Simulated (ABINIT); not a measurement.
# TaF3 (Pm-3m) in ABINIT: optical spectrum with PBEsol

Aim: the optical spectrum of TaF3 with PBEsol.

Program: ABINIT 10.8.3 (patched build). These are calculated values, not measurements. Logs are shortened: lines on timing, memory, paths and dates and some standing lists are left out, and cuts for length are marked. The log counts tension as positive stress, the text compression.

## (1) The structure

The structure is cubic, space group Pm-3m (No. 221). Conventional cell: a = 3.901 Å, b = 3.901 Å, c = 3.901 Å, α = 90.00°, β = 90.00°, γ = 90.00°. Ta (site symmetry m-3m) has 6 F at 1.95 Å as nearest neighbours. Around F (site symmetry 4/mmm) lie 2 Ta at 1.95 Å.

## (2) Optical spectrum, PBEsol

Input file run.abi:

```
ndtset 3

pp_dirpath "./"
pseudos "Ta.upf, F.upf"

acell 3*1.0
rprim
     7.3721995574     0.0000000000     0.0000000000
     0.0000000000     7.3721995574     0.0000000000
     0.0000000000     0.0000000000     7.3721995574
ntypat 2
znucl 73 9
natom 4
typat 1 2 2 2
xred
            0.0            0.0            0.0
            0.0            0.0            1/2
            0.0            1/2            0.0
            1/2            0.0            0.0

ecut 979.609905 eV

ngkpt 8 8 8
nshiftk 1
shiftk 0.5 0.5 0.5
istwfk *1

ixc -116133

occopt 3
tsmear 0.05 eV

nstep 80

iomode 3
prteig 0
prtebands 0

nband1 21
tolvrs1 1.0e-12
prtden1 1
prtwf1 0
kptopt1 1

iscf2 -3
getden2 1
nband2 33
nbdbuf2 4
tolwfr2 1.0e-12
nstep2 120
prtden2 0
kptopt2 1

optdriver3 8
wfk_task3 "wfk_optics_fullbz"
getwfk3 2
nband3 29
kptopt3 1
prtevk3 1
inclvkb3 2
```

Input file optic.abi:

```
&FILES
 ddkfile_1 = 'runo_DS3_1_EVK.nc',
 ddkfile_2 = 'runo_DS3_2_EVK.nc',
 ddkfile_3 = 'runo_DS3_3_EVK.nc',
 wfkfile = 'runo_DS3_WFK.nc'
/
&PARAMETERS
 broadening = 0.001837,
 domega = 0.002,
 maxomega = 0.8,
 scissor = 0.000000,
 tolerance = 0.002
/
&COMPUTATIONS
 num_lin_comp = 1,
 lin_comp = 11,
 num_nonlin_comp = 0
/
```

Potentials or basis: PseudoDojo NC SR PBEsol v0.4.1 standard.

Launch:

```
> abinit run.abi > log 2>&1
> optic optic.abi > optic.log 2>&1
```

run.abo:

```text
.Version 10.8.3 of ABINIT
 DATASET    1 : space group Pm -3 m (#221); Bravais cP (primitive cubic)
================================================================================
 Values of the parameters that define the memory need for DATASET  1.
     intxc =       0    ionmov =       0      iscf =       7    lmnmax =       8
     lnmax =       8     mgfft =      40  mpssoang =       4    mqgrid =    3001
     natom =       4  nloc_mem =       1    nspden =       1   nspinor =       1
    nsppol =       1      nsym =      48    n1xccc =    2501    ntypat =       2
    occopt =       3   xclevel =       2
       mpw =        4158          nfft =       64000          nkpt =          20
================================================================================
================================================================================
[... 13 lines left out ...]
 DATASET    3 : space group Pm -3 m (#221); Bravais cP (primitive cubic)
================================================================================
 Values of the parameters that define the memory need for DATASET  3.
     intxc =       0    ionmov =       0      iscf =       7    lmnmax =       8
     lnmax =       8     mgfft =      40  mpssoang =       4    mqgrid =    3001
     natom =       4  nloc_mem =       1    nspden =       1   nspinor =       1
    nsppol =       1      nsym =      48    n1xccc =    2501    ntypat =       2
    occopt =       3   xclevel =       2
       mpw =        4158          nfft =       64000          nkpt =          20
================================================================================
================================================================================

--------------------------------------------------------------------------------
------------- Echo of variables that govern the present computation ------------
--------------------------------------------------------------------------------
 -outvars: echo values of preprocessed input variables --------
            acell      1.0000000000E+00  1.0000000000E+00  1.0000000000E+00 Bohr
              amu      1.80947900E+02  1.89984032E+01
             ecut      3.60000000E+01 Hartree
           getden1          0
           getden2          1
           getden3          0
           getwfk1          0
           getwfk2          0
           getwfk3          2
             iscf1          7
             iscf2         -3
             iscf3          7
              ixc     -116133
           jdtset        1    2    3
         kptrlatt        8    0    0      0    8    0      0    0    8
          kptrlen      5.89775965E+01
            natom           4
            nband1         21
            nband2         33
            nband3         29
           nbdbuf1          0
           nbdbuf2          4
           nbdbuf3          0
           ndtset           3
            ngfft          40      40      40
             nkpt          20
            nstep1         80
            nstep2        120
            nstep3         80
             nsym          48
           ntypat           2
           occopt           3
        optdriver1          0
        optdriver2          0
        optdriver3          8
           prtden1          1
           prtden2          0
           prtden3          1
        prtebands           0
           prteig           0
           prtevk1          0
           prtevk2          0
           prtevk3          1
            prtwf1          0
            prtwf2          1
            prtwf3          1
            rprim      7.3721995574E+00  0.0000000000E+00  0.0000000000E+00
                       0.0000000000E+00  7.3721995574E+00  0.0000000000E+00
                       0.0000000000E+00  0.0000000000E+00  7.3721995574E+00
           shiftk      5.00000000E-01  5.00000000E-01  5.00000000E-01
          spgroup         221
           tolvrs1     1.00000000E-12
           tolvrs2     0.00000000E+00
           tolvrs3     0.00000000E+00
           tolwfr1     0.00000000E+00
           tolwfr2     1.00000000E-12
           tolwfr3     0.00000000E+00
           tsmear      1.83746611E-03 Hartree
            typat      1  2  2  2
         wfk_task1          0
         wfk_task2          0
         wfk_task3          7
           xangst      0.0000000000E+00  0.0000000000E+00  0.0000000000E+00
                       0.0000000000E+00  0.0000000000E+00  1.9505999987E+00
                       0.0000000000E+00  1.9505999987E+00  0.0000000000E+00
                       1.9505999987E+00  0.0000000000E+00  0.0000000000E+00
[... 253 lines left out ...]
- [  0.0000000,   0.0000000,   7.3721996, ]
lattice_lengths: [   7.37220,    7.37220,    7.37220, ]
lattice_angles: [ 90.000,  90.000,  90.000, ] # degrees, (23, 13, 12)
lattice_volume:   4.0067408E+02
convergence: {deltae:  0.000E+00, res2:  0.000E+00, residm:  9.946E-13, diffor:  0.000E+00, }
etotal    :  -1.38835613E+02
entropy   :   0.00000000E+00
fermie    :   2.78530225E-01
cartesian_stress_tensor: null
pressure_GPa: null
xred      :
- [  0.0000E+00,   0.0000E+00,   0.0000E+00, Ta]
- [  0.0000E+00,   0.0000E+00,   5.0000E-01,  F]
- [  0.0000E+00,   5.0000E-01,   0.0000E+00,  F]
- [  5.0000E-01,   0.0000E+00,   0.0000E+00,  F]
cartesian_forces: null
force_length_stats: {min: null, max: null, mean: null, }
...

 Integrated electronic density in atomic spheres:
 ------------------------------------------------
 Atom  Sphere_radius  Integrated_density
    1        2.00000          9.42443842
    2        2.00000          7.23087982
    3        2.00000          7.23087982
    4        2.00000          7.23087982
================================================================================

 ----iterations are completed or convergence reached----

 Mean square residual over all n,k,spin=   44.779E-14; max=  99.458E-14
 reduced coordinates (array xred) for    4 atoms
       0.000000000000      0.000000000000      0.000000000000
       0.000000000000      0.000000000000      0.500000000000
       0.000000000000      0.500000000000      0.000000000000
       0.500000000000      0.000000000000      0.000000000000

 cartesian coordinates (angstrom) at end:
    1      0.00000000000000     0.00000000000000     0.00000000000000
    2      0.00000000000000     0.00000000000000     1.95059999867932
    3      0.00000000000000     1.95059999867932     0.00000000000000
    4      1.95059999867932     0.00000000000000     0.00000000000000
 length scales=  1.000000000000  1.000000000000  1.000000000000 bohr
              =  0.529177210544  0.529177210544  0.529177210544 angstroms
 Eigenvalues (hartree) for nkpt=  20  k points:
 kpt#   1, nband= 33, wtk=  0.01563, kpt=  0.0625  0.0625  0.0625 (reduced coord)
  -2.29913   -1.08095   -1.08094   -1.08094   -0.78103   -0.76983   -0.76983   -0.09827
  -0.09738   -0.09738   -0.06505   -0.06462   -0.06462   -0.06128   -0.06128   -0.05982
   0.23731    0.23770    0.23770    0.26846    0.38136    0.38136    0.57862    0.57862
   0.58164    0.64489    0.64489    0.65785    0.84004    0.88051    0.88051    0.94395
   0.96259
      occupation numbers for kpt#   1
   2.00000    2.00000    2.00000    2.00000    2.00000    2.00000    2.00000    2.00000
   2.00000    2.00000    2.00000    2.00000    2.00000    2.00000    2.00000    2.00000
   2.00000    2.00000    2.00000    1.99172    0.00000    0.00000    0.00000    0.00000
   0.00000    0.00000    0.00000    0.00000    0.00000    0.00000    0.00000    0.00000
   0.00000
 prteigrs : prtvol=0 or 1, do not print more k-points.

--- !EnergyTerms
iteration_state     : {dtset: 2, }
comment             : Components of total free energy in Hartree
kinetic             :  6.62334349443433E+01
hartree             :  4.67477167430670E+01
xc                  : -3.10816321394469E+01
Ewald energy        : -7.59764005006213E+01
psp_core            :  3.08901010350419E+00
local_psp           : -1.44425045308222E+02
non_local_psp       : -3.42178102581258E+00
internal            : -1.38834697183188E+02
'-kT*entropy'       : -9.15311897195700E-04
total_energy        : -1.38835612495086E+02
...

--- !EnergyTermsDC
iteration_state     : {dtset: 2, }
comment             : '"Double-counting" decomposition of free energy'
band_energy         : -1.68916691585511E+01
Ewald energy        : -7.59764005006213E+01
psp_core            :  3.08901010350419E+00
xc_dc               : -4.90556377334450E+01
internal            : -1.38834697289113E+02
'-kT*entropy'       : -9.15311897195700E-04
total_energy_dc     : -1.38835612601010E+02
...

================================================================================
== DATASET  3 ==================================================================

--- !DatasetInfo
iteration_state: {dtset: 3, }
dimensions: {natom: 4, nkpt: 20, mband: 29, nsppol: 1, nspinor: 1, nspden: 1, mpw: 4158, }
cutoff_energies: {ecut:  36.0, pawecutdg:  -1.0, }
electrons: {nelect:   3.40000000E+01, charge:   0.00000000E+00, occopt:   3.00000000E+00, tsmear:   1.83746611E-03, }
meta: {optdriver: 8, wfk_task: 7, }
...

 mkfilename : getwfk/=0, take file _WFK from output of DATASET   2.

--------------------------------------------------------------------------------

 Computation of velocity matrix elements (DDK)

 Parameters extracted from the Abinit header:
    ecut:     36.0
    nkpt:    512
    mband:   33
    nsppol:  1
    nspinor: 1
    useylm:  0
    inclvkb: 2
    bmin: 1, bmax: 33
    Computing diagonal and off-diagonal matrix elements
    Between band index bmin: 1, bmax: 33

== END DATASET(S) ==============================================================
================================================================================

 -outvars: echo values of variables after computation  --------
            acell      1.0000000000E+00  1.0000000000E+00  1.0000000000E+00 Bohr
           etotal1    -1.3883561260E+02
           etotal2    -1.3883561260E+02
           etotal3     0.0000000000E+00
            fcart1    -0.0000000000E+00 -0.0000000000E+00 -0.0000000000E+00
                      -0.0000000000E+00 -0.0000000000E+00 -0.0000000000E+00
                      -0.0000000000E+00 -0.0000000000E+00 -0.0000000000E+00
                      -0.0000000000E+00 -0.0000000000E+00 -0.0000000000E+00
            fcart3     0.0000000000E+00  0.0000000000E+00  0.0000000000E+00
                       0.0000000000E+00  0.0000000000E+00  0.0000000000E+00
                       0.0000000000E+00  0.0000000000E+00  0.0000000000E+00
                       0.0000000000E+00  0.0000000000E+00  0.0000000000E+00
            rprim      7.3721995574E+00  0.0000000000E+00  0.0000000000E+00
                       0.0000000000E+00  7.3721995574E+00  0.0000000000E+00
                       0.0000000000E+00  0.0000000000E+00  7.3721995574E+00
           strten1    -6.1012992668E-04 -6.1012992668E-04 -6.1012992668E-04
                       0.0000000000E+00  0.0000000000E+00  0.0000000000E+00
           strten3     0.0000000000E+00  0.0000000000E+00  0.0000000000E+00
                       0.0000000000E+00  0.0000000000E+00  0.0000000000E+00
           xangst      0.0000000000E+00  0.0000000000E+00  0.0000000000E+00
                       0.0000000000E+00  0.0000000000E+00  1.9505999987E+00
                       0.0000000000E+00  1.9505999987E+00  0.0000000000E+00
                       1.9505999987E+00  0.0000000000E+00  0.0000000000E+00
             xred      0.0000000000E+00  0.0000000000E+00  0.0000000000E+00
                       0.0000000000E+00  0.0000000000E+00  5.0000000000E-01
                       0.0000000000E+00  5.0000000000E-01  0.0000000000E+00
                       5.0000000000E-01  0.0000000000E+00  0.0000000000E+00
 Calculation completed.
```

Wall time 10 min (1 thread of Intel Xeon at 2.50GHz (Skylake/Cascade Lake), shared host); peak memory 1.2 GiB.

Results:

```yaml
Free_energy: -3777.9095 eV
Pressure: 18.0 GPa
```

Dielectric function (mean over the directions given):
| energy (eV) | real part | imaginary part |
| --- | --- | --- |
| 0.33 | -31.64 | 11.49 |
| 0.98 | -2.01 | 0.64 |
| 1.63 | 0.63 | 0.10 |
| 2.29 | 1.39 | 0.04 |
| 2.94 | 1.75 | 0.06 |
| 3.70 | 1.94 | 0.04 |
| 4.35 | 2.04 | 0.04 |
| 5.01 | 2.15 | 0.01 |
| 5.66 | 2.29 | 0.01 |
| 6.31 | 2.37 | 0.06 |
| 7.08 | 2.70 | 0.06 |
| 7.73 | 2.65 | 0.26 |
| 8.38 | 3.08 | 0.08 |
| 9.03 | 4.43 | 0.60 |
| 9.69 | 2.93 | 2.85 |
| 10.45 | 2.02 | 1.21 |
| 11.10 | 2.27 | 1.12 |
| 11.76 | 2.72 | 1.69 |
| 12.41 | 2.07 | 1.68 |
| 13.06 | 1.48 | 4.25 |
| 13.82 | -0.46 | 1.93 |
| 14.48 | 1.30 | 1.43 |
| 15.13 | 0.10 | 1.89 |
| 15.78 | 0.77 | 0.82 |
| 16.44 | 0.65 | 1.20 |
| 17.20 | 0.90 | 1.03 |
| 17.85 | 0.70 | 1.15 |
| 18.50 | 0.57 | 0.86 |
| 19.16 | 0.56 | 0.77 |
| 19.92 | 0.61 | 0.67 |

Caveat: the cutoff is short for stress, so the pressure is rough; the intraband (Drude) term is left out; spectra need much finer meshes, so this one isn't converged; independent-particle spectra lack excitons; so large a pressure means that the cell lies far from this level's equilibrium, or that cutoff or potentials fall short. Spin-orbit coupling is left out, which matters for the levels of Ta.
